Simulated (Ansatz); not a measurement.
# SiGeCl+ (triplet): wave-function methods side by side, cc-pVDZ

One table from this session's results is given with a row withheld; the runs are named, their logs left out.

Program: Ansatz 0.2.0, Gaussian basis. Level of theory: cc-pVDZ, core rule «outside noble gas», up to 24 orbitals frozen. These are calculated values, not measurements.

The runs, in order: UHF; CCSD(T) on ROHF; CCSD(T) on UHF; BCCD(T) on ROHF; CISD; CCSDT(Q) on ROHF; CCSDT(Q) on UHF; CASSCF and NEVPT2, 12 electrons in 11 orbitals.

31 further runs of the same task are left out: 15 that didn't finish, 16 set aside as unsound or not needed.

## What is computed

The geometry is a PBE0/def2-TZVP stationary point (not a proven minimum) of the parent state, kept for this charge and spin. No spin-orbit coupling is included. The filled d shell of Ge may be among the frozen orbitals whatever the setting's name suggests; the logs give the count.

3 atoms, charge 1, spin multiplicity 3.

Atoms are counted from 1 here; the program's logs count them from 0.

Bond lengths: Cl1–Si2 2.079 Å, Si2–Ge3 2.394 Å. Angles: Cl1–Si2–Ge3 111.9°.

As a file:

```csv
atom,x (Å),y (Å),z (Å)
Cl1,0.0000,-0.4226,2.2981
Si2,0.0000,0.9383,0.7268
Ge3,0.0000,-0.1565,-1.4026
```

Set-up of the first run:

The input, in.yaml:

```yaml
crystal:
  periodic: [false, false, false]
  atoms:
    - {symbol: Cl, position_ang: [0.000000, -0.422560, 2.298070]}
    - {symbol: Si, position_ang: [0.000000, 0.938299, 0.726778]}
    - {symbol: Ge, position_ang: [0.000000, -0.156547, -1.402607]}
basis:
  gaussian: {orbitals: cc-pVDZ}
total_charge: 1
magnetization: {spin_polarized: true, initial_magnetization: 2}
hamiltonian: {xc: hf}
output: {orbitals: {seedname: orbitals}}
```

The run is started by

```bash
$ ansatz run in.yaml --threads 1 --pin off --events-out ev --progress --plain --max-ram 2393MiB
```

Steps of the session up to this table: UHF; CCSD(T) on ROHF; CCSD(T) on UHF; BCCD(T) on ROHF; CISD; CCSDT(Q) on ROHF; CCSDT(Q) on UHF; CASSCF and NEVPT2, 12 electrons in 11 orbitals.

One of the session's tables, all rows but one given; the rest of the session is left out.

It belongs to the step «Misses and costs». 

```
        method  from UCCSDT(Q) (meV)
          ROHF               +8316.1
           UHF               +8104.3
          RMP2               +1420.7
          UMP2               +1470.6
          CISD               +1270.7
         RCCSD                +386.7
         UCCSD                +376.6
      RCCSD(T)                 +85.3
      UCCSD(T)                 +83.7
       BCCD(T)                 +82.6
        RCCSDT                 +32.0
        UCCSDT                     ?
     RCCSDT(Q)                  +8.1
     UCCSDT(Q)                     0
CASSCF valence               +6275.6
NEVPT2 valence               +1172.8
```

Q: Estimate the row for UCCSDT from the others.

As computed: from UCCSDT(Q) (meV): +27.4. In the column «from UCCSDT(Q) (meV)» it lies between RCCSDT(Q) (+8.1) and RCCSDT (+32.0).

Limits of these values: Restricted and unrestricted rows rest on different reference determinants; where their highest levels disagree by more than a few hundredths of an eV, they describe different states and don't form one ladder.
